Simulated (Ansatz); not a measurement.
# K3Ba, space group Fm-3m: a convergence test of the k-point mesh

Run with the Ansatz DFT code, driven from Python.

The script, `k3ba_kconv.py`:
```python
"""k-point test for K3Ba."""

import ansatz as az
from ase import Atoms

config = {
    "functional": "LDA",
    "smearing": "Marzari-Vanderbilt",
    "tolerance": 1e-08,
}


def main() -> None:
    atoms = Atoms(
        ["K", "K", "K", "Ba"],
        scaled_positions=[
            [0.25, 0.25, 0.25],
            [0.75, 0.75, 0.75],
            [0.5, 0.5, 0.5],
            [0.0, 0.0, 0.0],
        ],
        cell=[
            [0.0, 5.243629, 5.243629],
            [5.243629, 0.0, 5.243629],
            [5.243629, 5.243629, 0.0],
        ],
        pbc=True,
    )
    k3ba = az.Crystal.from_ase(atoms)

    model = (
        k3ba.calculation()
        .functional(config["functional"])
        .occupations(config["smearing"], width=100 * az.meV)  # the run then minimises F = E - TS
        .scf(tolerance=config["tolerance"])
        .forces()  # eV per angstrom
        .stress()  # positive in compression
    )

    rows = []
    for value in [(2, 2, 2), (3, 3, 3), (4, 4, 4), (5, 5, 5)]:
        summary = model.kpoints(mesh=value).run(threads=1).report
        rows.append((value, summary["free_energy_ev"] / len(summary["lattice"]["sites"]), summary["n_iterations"], sum(summary["stress_gpa"][i][i] for i in range(3)) / 3, max(abs(f) for row in summary["forces_ev_ang"] for f in row), summary["n_kpoints"]))

    print("        mesh   F/atom (eV)    iterations       P (GPa)  max component (eV/A)      k-points")
    for row in rows:
        print(f"{str(row[0]):>12s}  {row[1]:12.5f}  {row[2]:12d}  {row[3]:12.3f}  {row[4]:20.4f}  {row[5]:12d}")

    # differences from the last row
    for row in rows[:-1]:
        shift = 1000 * (row[1] - rows[-1][1])
        print(f"{row[0]}: {shift:+.2f} meV/atom" + ("  (within 2 meV)" if abs(shift) < 2 else ""))


if __name__ == "__main__":
    main()
```

Output of `python k3ba_kconv.py`:
```text
DeckWarning: basis.ecutwfc = 420 eV, auto-derived from the records' recommended cutoffs: set by K (normal level)
DeckWarning: output.stress: scf.convergence.dr2_threshold = 1e-8 eV is looser than the 4e-10 eV advised for a printed stress (1e-10 eV for each atom of the cell: 4). What an SCF threshold leaves in a stress goes as its square root, and in the free energy as the threshold itself, and one threshold admits the most on a small cell: of the crystals measured, under no hybrid functional and no lock of the moments, on runs that ended without the residual-converged pass, on stresses that held no [...]
        mesh   F/atom (eV)    iterations       P (GPa)  max component (eV/A)      k-points
   (2, 2, 2)   -2566.99560             8        -0.779                0.0000             3
   (3, 3, 3)   -2566.94406             8        -0.677                0.0000             4
   (4, 4, 4)   -2566.92407             8        -0.626                0.0000             8
   (5, 5, 5)   -2566.92517             8        -0.630                0.0000            10
(2, 2, 2): -70.44 meV/atom
(3, 3, 3): -18.90 meV/atom
(4, 4, 4): +1.10 meV/atom  (within 2 meV)
```
(Warnings from the package without file and line, shortened.)

From 4×4×4 on it stays within 2 meV an atom of the value at 5×5×5; the first row (2×2×2) is off by 70.4 meV and the last but one by 1.10 meV. That rests on few rows after larger swings, so the series isn't shown to be converged. This holds for F at a smearing of 0.1 eV; a narrower one needs a denser mesh. It goes up and down, since the sum over k-points isn't variational. The pressure moves from -0.78 to -0.63 GPa.

Notes:
- Forces vanish by symmetry here and test nothing.
- Pressure is positive in compression.
- The structure comes from a database of computed cells and needn't be a stable or known phase.
- Shifts are counted from the finest mesh, which is itself no proven limit.
- Finished in 10 s on 1 thread of Arm Neoverse V1, with other jobs on the host, peak memory 0.5 GiB.

(Lines on the test bed's own set-up are left out of the output.)
